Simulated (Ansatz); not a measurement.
**Alloy of InP and GaP (20 of 64 In sites exchanged), 128 atoms**

How does this alloy cell relax, and what gap do PBEsol give?

All numbers are computed with Ansatz 0.2.0 (PAW, plane waves).

1 further run of the same task is left out (it didn't finish).

## (1) The system as built

128 atoms (20 Ga, 44 In, 64 P); a = 16.240 Å, b = 16.240 Å, c = 16.240 Å, α = 60.00°, β = 60.00°, γ = 60.00°. All atoms were shaken off their sites by about 0.02 Å along each axis.

Plan of the steps: (2) PBEsol cell relaxation at the single k point (½, ½, ½), on 1 × NVIDIA GB200 with 8 threads of Arm Neoverse-V2.

## (2) Relaxing cell and atoms with PBEsol

Input file in.yaml:

```yaml
crystal:
  lattice:
    - [0.000000, 11.483516, 11.483516]
    - [11.483516, 0.000000, 11.483516]
    - [11.483516, 11.483516, 0.000000]
  atoms:
    - { symbol: Ga, position: [0.000607, 0.998638, 0.002847] }
    - { symbol: Ga, position: [0.999812, 0.499356, 0.000336] }
    - { symbol: Ga, position: [0.500871, 0.498036, 0.000329] }
    - { symbol: Ga, position: [0.749949, 0.250975, 0.250152] }
    - { symbol: Ga, position: [0.749942, 0.748470, 0.250278] }
    - { symbol: Ga, position: [0.250388, 0.749709, 0.747639] }
    - { symbol: Ga, position: [0.501312, 0.000243, 0.248772] }
    - { symbol: Ga, position: [0.750035, 0.250978, 0.998420] }
    - { symbol: Ga, position: [0.000449, 0.001081, 0.748471] }
    - { symbol: Ga, position: [0.748557, 0.749586, 0.998793] }
    - { symbol: Ga, position: [0.501846, 0.504227, 0.745882] }
    - { symbol: Ga, position: [0.497681, 0.249627, 0.001269] }
    - { symbol: Ga, position: [0.748885, 0.001248, 0.251310] }
    - { symbol: Ga, position: [0.999174, 0.748477, 0.001338] }
    - { symbol: Ga, position: [0.500886, 0.748937, 0.497634] }
    - { symbol: Ga, position: [0.750051, 0.000473, 0.000322] }
    - { symbol: Ga, position: [0.250527, 0.501328, 0.998924] }
    - { symbol: Ga, position: [0.501718, 0.250840, 0.247347] }
    - { symbol: Ga, position: [0.750941, 0.498286, 0.000653] }
    - { symbol: Ga, position: [0.003433, 0.750870, 0.748034] }
    - { symbol: In, position: [0.500541, 0.997496, 0.998429] }
    - { symbol: In, position: [0.999819, 0.000613, 0.499565] }
    - { symbol: In, position: [0.250028, 0.247445, 0.250890] }
    - { symbol: In, position: [0.500685, 0.998308, 0.503065] }
    - { symbol: In, position: [0.999441, 0.500220, 0.500502] }
    - { symbol: In, position: [0.251891, 0.748437, 0.248165] }
    - { symbol: In, position: [0.250304, 0.250680, 0.749179] }
    - { symbol: In, position: [0.499633, 0.499850, 0.500153] }
    - { symbol: In, position: [0.749841, 0.249462, 0.751496] }
    - { symbol: In, position: [0.749707, 0.751015, 0.749250] }
    - { symbol: In, position: [0.000223, 0.000703, 0.249995] }
    - { symbol: In, position: [0.250959, 0.248231, 0.000081] }
    - { symbol: In, position: [0.999424, 0.501253, 0.248633] }
    - { symbol: In, position: [0.249392, 0.751166, 0.000676] }
    - { symbol: In, position: [0.251215, 0.250147, 0.500293] }
    - { symbol: In, position: [0.501449, 0.500629, 0.250819] }
    - { symbol: In, position: [0.501664, 0.998128, 0.750516] }
    - { symbol: In, position: [0.752389, 0.250937, 0.498592] }
    - { symbol: In, position: [0.999007, 0.500152, 0.749135] }
    - { symbol: In, position: [0.250207, 0.749729, 0.499204] }
    - { symbol: In, position: [0.747081, 0.749002, 0.503578] }
    - { symbol: In, position: [0.999686, 0.246696, 0.003346] }
    - { symbol: In, position: [0.251407, 0.000821, 0.247642] }
    - { symbol: In, position: [0.001945, 0.249626, 0.499750] }
    - { symbol: In, position: [0.249849, 0.497816, 0.252336] }
    - { symbol: In, position: [0.501897, 0.747865, 0.002414] }
    - { symbol: In, position: [0.251181, 0.999151, 0.748348] }
    - { symbol: In, position: [0.500220, 0.251631, 0.499535] }
    - { symbol: In, position: [0.748868, 0.496875, 0.252698] }
    - { symbol: In, position: [0.750775, 0.000896, 0.749629] }
    - { symbol: In, position: [0.998810, 0.749182, 0.502309] }
    - { symbol: In, position: [0.251570, 0.498245, 0.750767] }
    - { symbol: In, position: [0.746962, 0.503155, 0.750745] }
    - { symbol: In, position: [0.248173, 0.999662, 0.002874] }
    - { symbol: In, position: [0.000028, 0.250156, 0.248974] }
    - { symbol: In, position: [0.248733, 0.001872, 0.500974] }
    - { symbol: In, position: [0.749840, 0.000930, 0.500115] }
    - { symbol: In, position: [0.000176, 0.751273, 0.249093] }
    - { symbol: In, position: [0.001826, 0.248945, 0.750567] }
    - { symbol: In, position: [0.251347, 0.498067, 0.499447] }
    - { symbol: In, position: [0.503619, 0.750452, 0.247829] }
    - { symbol: In, position: [0.498003, 0.249511, 0.751191] }
    - { symbol: In, position: [0.748658, 0.501079, 0.500113] }
    - { symbol: In, position: [0.498892, 0.752775, 0.748444] }
    - { symbol: P, position: [0.062730, 0.063574, 0.062183] }
    - { symbol: P, position: [0.562653, 0.064815, 0.060052] }
    - { symbol: P, position: [0.061599, 0.562716, 0.064388] }
    - { symbol: P, position: [0.060966, 0.063901, 0.562181] }
    - { symbol: P, position: [0.312444, 0.312308, 0.312775] }
    - { symbol: P, position: [0.560154, 0.560851, 0.065580] }
    - { symbol: P, position: [0.563439, 0.063573, 0.560861] }
    - { symbol: P, position: [0.810036, 0.312576, 0.314350] }
    - { symbol: P, position: [0.063323, 0.564991, 0.561005] }
    - { symbol: P, position: [0.313672, 0.812052, 0.312526] }
    - { symbol: P, position: [0.311701, 0.312107, 0.813949] }
    - { symbol: P, position: [0.562724, 0.562083, 0.562059] }
    - { symbol: P, position: [0.813287, 0.814092, 0.311047] }
    - { symbol: P, position: [0.813333, 0.312440, 0.812367] }
    - { symbol: P, position: [0.312330, 0.814467, 0.812922] }
    - { symbol: P, position: [0.813153, 0.813845, 0.810745] }
    - { symbol: P, position: [0.065239, 0.061683, 0.311044] }
    - { symbol: P, position: [0.313343, 0.309482, 0.063377] }
    - { symbol: P, position: [0.566173, 0.059362, 0.312984] }
    - { symbol: P, position: [0.812323, 0.312572, 0.063524] }
    - { symbol: P, position: [0.062882, 0.563770, 0.311879] }
    - { symbol: P, position: [0.311382, 0.811333, 0.063732] }
    - { symbol: P, position: [0.063759, 0.060658, 0.812023] }
    - { symbol: P, position: [0.313428, 0.311319, 0.562557] }
    - { symbol: P, position: [0.561759, 0.561761, 0.312595] }
    - { symbol: P, position: [0.812981, 0.810764, 0.061838] }
    - { symbol: P, position: [0.561983, 0.064104, 0.811010] }
    - { symbol: P, position: [0.810034, 0.313962, 0.563170] }
    - { symbol: P, position: [0.063971, 0.563155, 0.809336] }
    - { symbol: P, position: [0.312651, 0.813255, 0.562457] }
    - { symbol: P, position: [0.560142, 0.563217, 0.812741] }
    - { symbol: P, position: [0.812579, 0.812785, 0.564235] }
    - { symbol: P, position: [0.064143, 0.310686, 0.062808] }
    - { symbol: P, position: [0.312065, 0.063535, 0.311854] }
    - { symbol: P, position: [0.562406, 0.312300, 0.062200] }
    - { symbol: P, position: [0.811044, 0.060304, 0.313610] }
    - { symbol: P, position: [0.062002, 0.813016, 0.061087] }
    - { symbol: P, position: [0.064294, 0.311933, 0.560164] }
    - { symbol: P, position: [0.312382, 0.562231, 0.314465] }
    - { symbol: P, position: [0.563192, 0.813174, 0.060406] }
    - { symbol: P, position: [0.310989, 0.064700, 0.812276] }
    - { symbol: P, position: [0.564897, 0.310817, 0.561794] }
    - { symbol: P, position: [0.812143, 0.562683, 0.309502] }
    - { symbol: P, position: [0.812119, 0.064565, 0.811672] }
    - { symbol: P, position: [0.059553, 0.813221, 0.564013] }
    - { symbol: P, position: [0.315341, 0.559132, 0.813407] }
    - { symbol: P, position: [0.562018, 0.812029, 0.562908] }
    - { symbol: P, position: [0.812602, 0.562426, 0.811532] }
    - { symbol: P, position: [0.309931, 0.062052, 0.063671] }
    - { symbol: P, position: [0.812179, 0.060794, 0.061476] }
    - { symbol: P, position: [0.064909, 0.311742, 0.312092] }
    - { symbol: P, position: [0.313223, 0.562923, 0.061522] }
    - { symbol: P, position: [0.310589, 0.062579, 0.564573] }
    - { symbol: P, position: [0.563990, 0.315441, 0.308955] }
    - { symbol: P, position: [0.811049, 0.561826, 0.064582] }
    - { symbol: P, position: [0.815134, 0.061697, 0.563093] }
    - { symbol: P, position: [0.060599, 0.812715, 0.314577] }
    - { symbol: P, position: [0.065398, 0.311201, 0.811399] }
    - { symbol: P, position: [0.312649, 0.563470, 0.562727] }
    - { symbol: P, position: [0.564981, 0.813003, 0.311735] }
    - { symbol: P, position: [0.562492, 0.313565, 0.812629] }
    - { symbol: P, position: [0.809294, 0.562049, 0.563385] }
    - { symbol: P, position: [0.064831, 0.811787, 0.810005] }
    - { symbol: P, position: [0.563060, 0.811481, 0.810925] }
kpoints:
  mp_grid: { grid: [1, 1, 1], shift: [0.5, 0.5, 0.5] }
hamiltonian:
  xc: pbesol
scf:
  occupations: { method: fermi_dirac, width: 0.01 }
relax:
  f_tol: 0.03
  max_steps: 80
  escape_saddle: false
  adjacent_minimum: "off"
  cell: { fix: [shape] }
output:
  forces: true
  eigenvalues: true
  populations: true
```

Launch:

```bash
$ ansatz run in.yaml --threads 8 --pin off --max-ram 118750MiB --runs-dir r --events-out ev --progress --plain --backend cuda --devices 0, --max-vram 170GiB
```

Q: Predict the outcome of this session. Wanted: for each run, top filled to lowest empty.

As calculated:

| level | time | top filled to lowest empty (eV) |
| --- | --- | --- |
| PBEsol, relaxation | 8.6 s (GPU) | 1.28 |

```
     quantity                                                                         value
   relaxation                                              5 recorded steps, 5.23 eV gained
largest shift                                                                  0.23 Å (P65)
 relaxed cell  a = 16.243 Å, b = 16.243 Å, c = 16.243 Å, α = 60.00°, β = 60.00°, γ = 60.00°
   mean bonds                                                      Ga–P 2.403, In–P 2.527 Å
```

**In words.** The relaxation lowers the energy by 5.23 eV; the largest shift is 0.23 Å (P65), while the volume changes by +0.0 %. The mean lengths of the listed bonds run from Ga–P 2.40 Å to In–P 2.53 Å. With one k point the spacing samples only the states that fold onto it, so it can exceed the gap over the zone.
